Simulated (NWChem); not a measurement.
**Plane-wave run on SiC (space group F-43m)**

```
CSi
1.0
    0.00000     2.17699     2.17699
    2.17699     0.00000     2.17699
    2.17699     2.17699     0.00000
Si C
1 1
Direct
  0.25000   0.25000   0.25000
  0.00000   0.00000   0.00000
```

Program: NWChem. Origin of the cell: Materials Project cell, not relaxed here.

Norm-conserving pseudopotentials with valence charges Si 4, C 4, fixed occupations, no spin-orbit coupling, density cut at twice the wavefunction cutoff.

Level: LDA (Vosko), Troullier-Martins, cutoff 35 Ha, density from a 6×6×6 mesh. Bands run along Γ–X–U|K–Γ–L–W–X with k in units of the cell's reciprocal vectors.

**Question.** What gap does the band structure show, and how wide is the group of occupied bands?

**Answer.** It shows an indirect gap along this path of 1.34 eV from Γ to X (smallest direct gap on this path 4.54 eV). The 4 occupied bands reach 15.4 eV below the valence-band top.
